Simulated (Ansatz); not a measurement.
# C in Ansatz: a series of runs

One slab, C, is run at these levels: BLYP, r2SCAN; tasks: projected density of states.

Everything below comes from runs of Ansatz 0.2.0. Logs are shortened: lines on timing, memory, paths and dates and some standing lists are left out, and cuts for length are marked.

## 1. The cell of the first run

The cell holds a slab with vacuum, 8 atoms: a = 2.470 Å, b = 2.470 Å, c = 25.219 Å, α = 90.00°, β = 90.00°, γ = 120.00°.

## 2. Projected density of states, BLYP (the (0 0 1) slab of C, cut from the database cell, not relaxed)

The input, input.yaml:

```yaml
crystal:
  lattice:
    - [2.4699988104, 0.0, 0.0]
    - [-1.2349994052, 2.1390817171, 0.0]
    - [0.0, 0.0, 25.21895]
  atoms:
    - { symbol: C, position: [0.0, 0.0, 0.297395411] }
    - { symbol: C, position: [0.6666666667, 0.3333333334, 0.2987416209] }
    - { symbol: C, position: [0.0, 0.0, 0.4320164004] }
    - { symbol: C, position: [0.3333333333, 0.6666666666, 0.4333626103] }
    - { symbol: C, position: [0.0, 0.0, 0.5666373897] }
    - { symbol: C, position: [0.6666666667, 0.3333333334, 0.5679835996] }
    - { symbol: C, position: [0.0, 0.0, 0.7012583791] }
    - { symbol: C, position: [0.3333333333, 0.6666666666, 0.702604589] }
hamiltonian:
  xc: blyp
  pseudopotentials: { kind: paw }
kpoints:
  mp_grid: { grid: [12, 12, 1] }
scf:
  occupations: { method: fermi_dirac, width: 0.05 }
  n_extra_bands: 20
output:
  forces: true
  eigenvalues: true
  dos: { projected: true, de: 0.05, nscf_kmesh: { grid: [18, 18, 1] } }
  write_density: true
  write_potential: true
  elf: true
  volumetric_format: npy
efield:
  axis: 3
  dipole_correction: true
  ramp_width: 0.04
```

Potentials or basis: Ansatz PAW.

Launch:

```bash
ansatz run input.yaml --threads 4 --pin off --max-ram 11264MiB --backend cpu --events-out ev --progress --plain --runs-dir out
```

Standard output:

```text
Warning: RAYON_NUM_THREADS=4 ignored (pool sized by the plan → 4); use --threads N
scf.n_extra_bands = 20 over 16 filled bands (N_el = 32.0): the run solves 36 bands
Engine: ansatz 0.2.0, aarch64-unknown-linux-gnu
Pseudopotentials: kind: paw
Pseudopotential: C, paw, valence charge 4, recommended cutoff 420 eV (normal), C.paw.azcp
Functional definition: BLYP
  parameter beta = 0.0042
  parameter a = 0.04918
  parameter b = 0.132
  parameter c = 0.2533
  parameter d = 0.349
  exchange = b88_x(beta = beta)
  correlation = lyp_c(a = a, b = b, c = c, d = d)
Crystal: 8 atoms, lattice volume = 133.245 Å³
Basis set: ecut = 420 eV, 2503 PW (Γ), exchange–correlation on 36×36×360 points (8 copies of the dense FFT grid, shifted against one another)
Bands: 36, of which v1, the nominal top of the filled ones, is band 16 counted from 1 (15 counted from 0)
Symmetry: 6 space group operations
Space group: P3m1 (ITA 156), of the structure as read, at distance tolerance 5.1e-5 Å
k-points: 19 of 144 (time reversal used)
Non-local potential: C, projectors of the file, l = 0: 2, l = 1: 2, l = 2: 1
PAW form: soft (Blöchl's): semilocal exchange-correlation on the pseudo side does not see the compensation charge
PAW frozen core: C, regenerated for the run's functional, and the local potential with it (the file was generated under x = pbe(κ = 0.804, μ = 0.2195149727645171), c = pbe(β = 0.06672455060314922))
PAW one-centre angular grid: C, 110 points (default); XC on 64 Gauss nodes
Initial density: superposition of atomic densities (neutral atoms: chi_scale 0, normalization atom), corrected by the library's trained network
Initial wavefunctions: pseudopotential atomic-orbital guess
Functional: x = b88, c = lyp
SCF iter   1: F=—  HF=-2014.241458 eV  |F-HF|=—  |Δ(HF+E_count)|=         —  Δρ=9.51e-3  dr2=8.72e-2  ethr=1.77e-3  p=0.000 e·Å  D=5.96e-4 V/Å  ΔV_dip=-0.02 eV  dr2_dipole=1.86e-4  V_vac-E_F(+/−)=4.24/4.26 eV  ⟨swp⟩=6.1  Hψ=3252  notcnv=0  defer=106
efield: sawtooth ramp at fractional position 0.9800 (placed from the atoms, in the widest stretch of the axis that holds none; the zero of the levels goes with the place), width 0.0400; the density the first Hamiltonian is built on has a dipole p = 0.000 e·Å; the dipole correction subtracts the counter field D = 5.96e-4 V/Å, which shifts the + side's vacuum level by -0.02 eV against the − side's; the planar-averaged density in the ramp window peaks in size at 6.0e-5 e/Å³
preconditioner: auto → LDOS  [metal: Δε(μ)=0.019 eV  Ē_g=18.061 eV  σ=0.050 eV  W_gap=0.09  n_scr=16 (ndim 8)  ℏωp=18.2 eV  f_vac=0.459  D(μ)=0.57/eV (n_scr^D=6)  β→1.0]
SCF iter   2: F=—  HF=-2014.210065 eV  |F-HF|=—  |Δ(HF+E_count)|=   3.14e-2  Δρ=3.22e-3  dr2=1.30e-2  ethr=2.73e-4  p=-0.001 e·Å  D=-8.21e-4 V/Å  ΔV_dip=0.02 eV  dr2_dipole=3.71e-5  V_vac-E_F(+/−)=3.87/3.85 eV  ⟨swp⟩=2.8  Hψ=1297  notcnv=0  defer=271
SCF iter   3: F=—  HF=-2014.205696 eV  |F-HF|=—  |Δ(HF+E_count)|=   4.37e-3  Δρ=9.94e-4  dr2=1.28e-3  ethr=4.06e-5  p=-0.000 e·Å  D=-2.67e-5 V/Å  ΔV_dip=0.00 eV  dr2_dipole=2.94e-6  V_vac-E_F(+/−)=4.00/3.99 eV  ⟨swp⟩=2.6  Hψ=924  notcnv=0  defer=271
SCF iter   4: F=—  HF=-2014.205471 eV  |F-HF|=—  |Δ(HF+E_count)|=   2.25e-4  Δρ=1.66e-4  dr2=1.60e-5  ethr=4.00e-6  p=-0.000 e·Å  D=-2.43e-4 V/Å  ΔV_dip=0.01 eV  dr2_dipole=2.98e-7  V_vac-E_F(+/−)=3.99/3.98 eV  ⟨swp⟩=2.5  Hψ=820  notcnv=0  defer=271
SCF iter   5: F=—  HF=-2014.205640 eV  |F-HF|=—  |Δ(HF+E_count)|=   1.69e-4  Δρ=4.07e-5  dr2=3.39e-6  ethr=5.00e-8  p=-0.000 e·Å  D=-1.39e-4 V/Å  ΔV_dip=0.00 eV  dr2_dipole=1.74e-7  V_vac-E_F(+/−)=3.98/3.98 eV  ⟨swp⟩=2.4  Hψ=962  notcnv=0  defer=271
SCF iter   6: F=—  HF=-2014.205641 eV  |F-HF|=—  |Δ(HF+E_count)|=   5.36e-7  Δρ=1.14e-5  dr2=1.21e-7  ethr=1.06e-8  p=-0.000 e·Å  D=-1.85e-4 V/Å  ΔV_dip=0.00 eV  dr2_dipole=7.98e-9  V_vac-E_F(+/−)=3.98/3.98 eV  ⟨swp⟩=2.5  Hψ=674  notcnv=0  defer=271
iter 7 met the thresholds in force, and the SCF goes on: an eigenvalue changes by 10.06 meV, over its tolerance of 10.00 meV (output.eigenvalues, Limitations)
SCF iter   7: F=-2014.205641 eV  HF=-2014.205641 eV  |F-HF|=3.58e-8  |Δ(HF+E_count)|=   2.53e-7  Δρ=3.94e-6  dr2=3.04e-8  ethr=3.13e-10  p=-0.000 e·Å  D=-1.75e-4 V/Å  ΔV_dip=0.00 eV  dr2_dipole=2.31e-9  V_vac-E_F(+/−)=3.98/3.98 eV  ⟨swp⟩=19.4  Hψ=6029  notcnv=0
SCF iter   8: F=-2014.205641 eV  HF=-2014.205641 eV  |F-HF|=3.24e-8  |Δ(HF+E_count)|=   2.37e-8  Δρ=1.06e-6  dr2=1.37e-9  ethr=9.51e-11  p=-0.000 e·Å  D=-1.79e-4 V/Å  ΔV_dip=0.00 eV  dr2_dipole=4.33e-12  V_vac-E_F(+/−)=3.98/3.98 eV  ⟨swp⟩=8.6  Hψ=3819  notcnv=0
SCF 1 converged in 8 iterations: F = -2014.205641 eV  dr2 = 1.37e-9
NSCF: frozen V_eff on 37 k-points
efield: sawtooth ramp at fractional position 0.9800 (kept from the solve that this one continues, or follows in the run), width 0.0400; the density the first Hamiltonian is built on has a dipole p = -0.000 e·Å; the dipole correction subtracts the counter field D = -1.79e-4 V/Å, which shifts the + side's vacuum level by +0.00 eV against the − side's; the planar-averaged density in the ramp window peaks in size at 1.7e-7 e/Å³
WARN: The output density's exchange-correlation potential varies sharply where the density is thin. Do not read a vacuum level from v_tot or v_xc, or from such a field of the output density. On a cell that repeats whose density bears no net charge and no dipole along the vacuum's axis use v_es (v_loc + v_h of the components); under efield.dipole_correction with no amplitude use v_es + v_field, which holds any external_charges[].barrier, or the levels of the report's work_function block, which leave it out; under a non-zero efield.amplitude the vacuum is tilted and has no level; on a cell that repeats and bears such a dipole with no correction it is tilted too, and efield.dipole_correction with no amplitude gives each side of its ramp a level where efield: is served; in a cell that repeats whose density bears a net charge (total_charge, or a fill off its count) it is curved and has none; of a slab under crystal.periodic whose density bears no net charge use v_es, which has a level on each side, short of where the two are joined; of another it falls or rises all the way out and has none; of a slab beside external_charges read slab_vacuum_level instead, which it has where they leave it neutral. The grid or the basis barely resolves most such structure, and the values can differ between equally converged runs; as a rule a tighter scf.convergence.dr2_threshold does not remove it. Where the density itself ripples (under the LDA too) a higher basis.ecutwfc lessens it. The files hold the spikes' plane waves up to the density's cutoff. Files: v_tot_of_output_density and the like, and their columns of v_z.tsv (output.write_potential); v_xc_of_output_density and the like, and their columns of v_comp_z.tsv (output.write_potential_components). Measured: with its Gaussian average of σ = 0.25 Å subtracted twice, the exchange-correlation potential is over 0.1 eV at 403 of the grid points where the equally averaged density (valence and model cores) is under 1e-3 e/Å³, and 0.171 eV at the most among them, at an averaged density of 5.4e-5 e/Å³. The input density's (outcome.potential() and, of a run that writes arrays, v_tot and v_xc) is over 0.1 eV, so measured, at 425 points of its own thin density, 0.187 eV at the most. See output.write_potential in the manual, Limitations
SCF converged after 8 iterations
an eigenvalue changed by more than its tolerance at an iteration that met the thresholds in force, so the SCF went on 1 time: the last check found none over its tolerance
Free energy (F): -2014.205641 eV
Harris-Foulkes:  -2014.205641 eV  (|F-HF|=3.24e-8)
Internal energy: -2014.201533 eV  (E = F + TS)
E sigma→0 (E₀):  -2014.203587 eV
Entropy (-TS):   -0.004108 eV (-0.514 meV/atom)
Fermi energy:    2.026769 eV
Dipole field:    D = -0.000182 V/Å  (p = -0.000134 e·Å, saw-weighted, corrected)
Work function:   Φ+ = 3.9839 eV   Φ− = 3.9793 eV
Levels:          The Fermi level and band energies are counted from a zero that moves with the ramp; work functions are not
--- Per-component energies (eV) ---
  E_band       = -226.153115
  E_kinetic    = 730.288483
  E_local      = -17934.104382  (includes V_loc(G=0)·N_el)
  E_nonlocal   = 224.784892
  E_hartree    = 8637.807869
  E_xc         = -376.560631
  E_vxc        = -465.060087  (∫ρ·V_xc dr)
  E_paw        = -810.156255  (= ΣΔE_a)
  E_vpaw       = -57.675357  (= ΣTr[D̂ρ^β])
  E_aug_tail   = 0.000066  (compensation charges beyond the density's cutoff)
  E_efield     = 0.000000  (sawtooth field / dipole correction)
  E_vefield    = 0.000000  (∫n·V_field dr)
  E_ewald      = 7513.725190
  E_core_change = 0.013235  (= ΣΔE_core)
  E_smearing   = -0.004108  (= −TS)
  E_closure    = -0.000000  (closes the sum)
  Σ components = -2014.205641   (vs F -2014.205641, Δ=0.00e0)
--- Forces (eV/Å), atoms counted from 1 ---
  atom   1  C      0.00000000     0.00000000     0.51268371
  atom   2  C     -0.00000000    -0.00000000    -0.66796830
  atom   3  C     -0.00000000    -0.00000000     0.56938377
  atom   4  C      0.00000000     0.00000000    -0.57589065
  atom   5  C      0.00000000     0.00000000     0.58425645
  atom   6  C     -0.00000000    -0.00000000    -0.57778698
  atom   7  C     -0.00000000    -0.00000000     0.63889167
  atom   8  C      0.00000000     0.00000000    -0.48354793
  max |Σ_I F_I| component: 2.17e-5 eV/Å
--- Band table (eV; the first three rows and the last of 19) ---
  k-point 0: bands = ["-17.4435", "-17.3796", "-17.2940", "-17.2199", "-6.2070", "-5.7908", "-5.2256", "-4.7132", "-1.1236", "-1.1236", "-1.1211", "-1.1211", "-1.1095", "-1.1095", "-1.1022", "-1.1022", "5.3542", "5.4779", "6.4232", "7.2084", "7.5733", "9.1239", "9.4310", "10.3827", "10.3827", "10.3884", "10.3884", "10.4047", "10.4047", "10.4216", "10.4216", "11.3057", "11.8555", "13.1626", "13.2294", "13.3111"]
  k-point 1: bands = ["-17.2802", "-17.2170", "-17.1323", "-17.0589", "-6.0084", "-5.5946", "-5.0332", "-4.5251", "-1.7597", "-1.7565", "-1.7433", "-1.7312", "-1.4525", "-1.4498", "-1.4373", "-1.4266", "5.5745", "5.6984", "6.6421", "7.4114", "7.7883", "9.3124", "9.6344", "10.4376", "10.4572", "10.4884", "10.5057", "11.0572", "11.0632", "11.0795", "11.0963", "11.4833", "12.0494", "12.6359", "12.7035", "12.7809"]
  k-point 2: bands = ["-16.7921", "-16.7310", "-16.6489", "-16.5778", "-5.4172", "-5.0116", "-4.4622", "-3.9675", "-3.3663", "-3.3579", "-3.3385", "-3.3189", "-2.2257", "-2.2218", "-2.2073", "-2.1935", "6.2342", "6.3582", "7.2960", "8.0174", "8.4274", "9.8389", "10.1510", "10.3516", "10.4682", "10.4979", "10.5017", "11.1009", "11.2247", "11.3728", "11.4154", "12.0977", "12.7383", "12.8505", "12.8561", "12.8718"]
  k-point 18: bands = ["-10.5876", "-10.5491", "-10.5235", "-10.5211", "-10.5119", "-10.5113", "-10.4955", "-10.4480", "-8.4246", "-8.4221", "-8.4119", "-8.4114", "1.5392", "1.8357", "2.0175", "2.0189", "2.0326", "2.0376", "2.2228", "2.5555", "12.4364", "12.4491", "12.8743", "12.8936", "14.2787", "14.6611", "14.6733", "14.7653", "15.4672", "15.4700", "15.5030", "16.2739", "16.3923", "16.4094", "16.8824", "17.0150"]
```

It took 8.2 s on 4 threads of Arm Neoverse V1, shared host; peak memory 0.47 GiB.

What came out:

```yaml
Free_energy: -2014.2056 eV
Largest_force: 0.668 eV/Å
Band_gap_on_the_k_mesh: 0.01 eV, direct
Work_function_of_the_upper_face: 3.98 eV
Work_function_of_the_lower_face: 3.98 eV
Dipole_across_the_slab: 0.000 e·Å
```

Forces in eV/Å, atoms in the order of the input:
```
C    0.000  0.000  0.513
C    0.000  0.000 -0.668
C    0.000  0.000  0.569
C    0.000  0.000 -0.576
C    0.000  0.000  0.584
C    0.000  0.000 -0.578
C    0.000  0.000  0.639
C    0.000  0.000 -0.484
```

States per cell in windows of 1 eV (zero at the valence-band top; states under -8 eV left out):
```tsv
from (eV)	total	C 2p	C 2s
-8.0	2.53	2.29	0.21
-7.0	3.79	3.62	0.14
-6.0	2.73	2.63	0.08
-5.0	2.52	2.47	0.04
-4.0	2.15	2.14	0.01
-3.0	1.75	1.75	0.00
-2.0	0.92	0.92	0.00
-1.0	0.24	0.24	0.00
0.0	0.19	0.19	0.00
1.0	1.36	1.32	0.00
2.0	1.40	1.34	0.00
3.0	1.23	0.95	0.00
4.0	1.41	0.81	0.00
5.0	1.79	0.74	0.00
6.0	1.69	0.57	0.00
7.0	3.11	0.79	0.64
```

Caveat: the PAW data sets come from PBE, with cores solved anew for the run's functional, which leaves a small shift of forces and pressure.

## 3. Projected density of states, r2SCAN (the (0 0 1) slab of C, cut from the database cell, not relaxed)

Edit input.yaml of step 2 so:

```diff
@@ -15,3 +15,3 @@
 hamiltonian:
-  xc: blyp
+  xc: r2scan
   pseudopotentials: { kind: paw }
@@ -26,6 +26,2 @@
   dos: { projected: true, de: 0.05, nscf_kmesh: { grid: [18, 18, 1] } }
-  write_density: true
-  write_potential: true
-  elf: true
-  volumetric_format: npy
 efield:
```

Potentials or basis: Ansatz PAW.

Launch:

```bash
ansatz run input.yaml --threads 4 --pin off --max-ram 11264MiB --backend cpu --events-out ev --progress --plain --runs-dir out
```

Run time: 13 s. Hardware: 4 threads of Arm Neoverse V1, shared host; peak memory 0.67 GiB.

It converged, with:

```yaml
Free_energy: -2013.2344 eV
Largest_force: 0.617 eV/Å
Band_gap_on_the_k_mesh: 0.01 eV, direct
Work_function_of_the_upper_face: 4.35 eV
Work_function_of_the_lower_face: 4.35 eV
Dipole_across_the_slab: 0.000 e·Å
```

Forces in eV/Å, atoms in the order of the input:
```
C    0.000  0.000  0.588
C    0.000  0.000 -0.617
C    0.000  0.000  0.585
C    0.000  0.000 -0.592
C    0.000  0.000  0.601
C    0.000  0.000 -0.594
C    0.000  0.000  0.602
C    0.000  0.000 -0.572
```

Levels at points of the mesh, in eV from the valence-band top:
| k point | band 14 | band 15 | band 16 | band 17 | band 18 | band 19 |
| --- | --- | --- | --- | --- | --- | --- |
| (0.00, 0.00, 0.00) | -3.20 | -3.20 | -3.20 | 3.88 | 4.07 | 4.77 |
| (0.00, -0.50, 0.00) | -2.59 | -2.38 | -2.24 | 1.61 | 1.69 | 1.91 |

States per cell in windows of 1 eV (zero at the valence-band top; states under -8 eV left out):
```tsv
from (eV)	total	C 2p	C 2s
-8.0	2.73	2.52	0.18
-7.0	3.49	3.36	0.11
-6.0	2.56	2.48	0.07
-5.0	2.27	2.23	0.03
-4.0	1.98	1.97	0.01
-3.0	1.66	1.66	0.00
-2.0	0.79	0.79	0.00
-1.0	0.22	0.22	0.00
0.0	0.15	0.14	0.00
1.0	1.10	1.07	0.00
2.0	1.44	1.38	0.00
3.0	0.97	0.92	0.00
4.0	1.25	0.77	0.00
5.0	1.55	0.71	0.00
6.0	1.56	0.53	0.00
7.0	2.32	0.64	0.36
```

Caveat: the PAW data sets come from PBE, with cores solved anew for the run's functional, which leaves a small shift of forces and pressure.
